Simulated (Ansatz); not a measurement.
Br, space group Pm-3m: a test of the smearing width, run with the Python package of Ansatz (0.2.0).

Script `smear_br.py`:
```python
# -*- coding: utf-8 -*-
"""Smearing width test for Br."""

import ansatz as az
import numpy as np
import pandas as pd

vectors = np.array([
    [4.5976, 0.0, 0.0],
    [0.0, 4.5976, 0.0],
    [0.0, 0.0, 4.5976],
])
br = (
    az.Lattice.of(vectors)
    .atom("Br", [0.5, 0.0, 0.0])
    .atom("Br", [0.0, 0.5, 0.0])
    .atom("Br", [0.0, 0.0, 0.5])
)

model = br.calculation().functional("r2SCAN").kpoints(5).stress()

rows = []
for value in [0.5, 0.3, 0.2, 0.1]:
    report = model.occupations("fermi_dirac", width=value).run().report
    rows.append((value, report["free_energy_ev"] / len(report["lattice"]["sites"]), report["n_iterations"], sum(report["stress_gpa"][i][i] for i in range(3)) / 3, report["n_kpoints"]))

table = pd.DataFrame(rows, columns=["width (eV)", "F/atom (eV)", "iterations", "P (GPa)", "k-points"])
print(table.round(5).to_string(index=False))

# the last row is the reference
for row in rows[:-1]:
    shift = 1000 * (row[1] - rows[-1][1])
    print(f"{row[0]}: {shift:+.2f} meV/atom" + ("  (within 1 meV)" if abs(shift) < 1 else ""))
```

How much does the free energy per atom change between the narrowest and the widest smearing, and why?

Going from 0.1 to 0.5 eV changes F by -501.9 meV an atom. The report's estimate for zero width moves by -119.4 meV, so the entropy term explains only part of the change. The pressure moves from -0.83 to 1.53 GPa.

The run itself:

```console
$ python smear_br.py
DeckWarning: basis.ecutwfc = 500 eV, auto-derived from the records' recommended cutoffs: set by Br (their level for a meta-GGA)
 width (eV)  F/atom (eV)  iterations  P (GPa)  k-points
        0.5  -2792.70722           6  1.53013        10
        0.3  -2792.40911           6  0.28555        10
        0.2  -2792.29148           6 -0.29471        10
        0.1  -2792.20536           6 -0.82675        10
0.5: -501.86 meV/atom
0.3: -203.75 meV/atom
0.2: -86.12 meV/atom
```
(Warnings from the package without file and line.)

What to keep in mind:
- The cell holds an odd number of electrons and is run without spin, so a magnetic state may lie lower.
- For a metal this k-point mesh is coarse: on a finer one energies can move by several to tens of meV an atom and pressures by half a GPa or more, differences at one mesh by less.
- A Fermi-Dirac width this large means warm electrons, whose thermal share enters the free energy.
- The narrowest width needs the finest mesh, so the last row is no converged reference.
- Pressure is positive in compression.
- This isn't the structure that Br takes at ambient conditions.
- Cost: of the order of 15 core-seconds.

(A comment or docstring line of the script was reworded after the run, the code is as it ran; lines on the test bed's own set-up are left out of the output.)
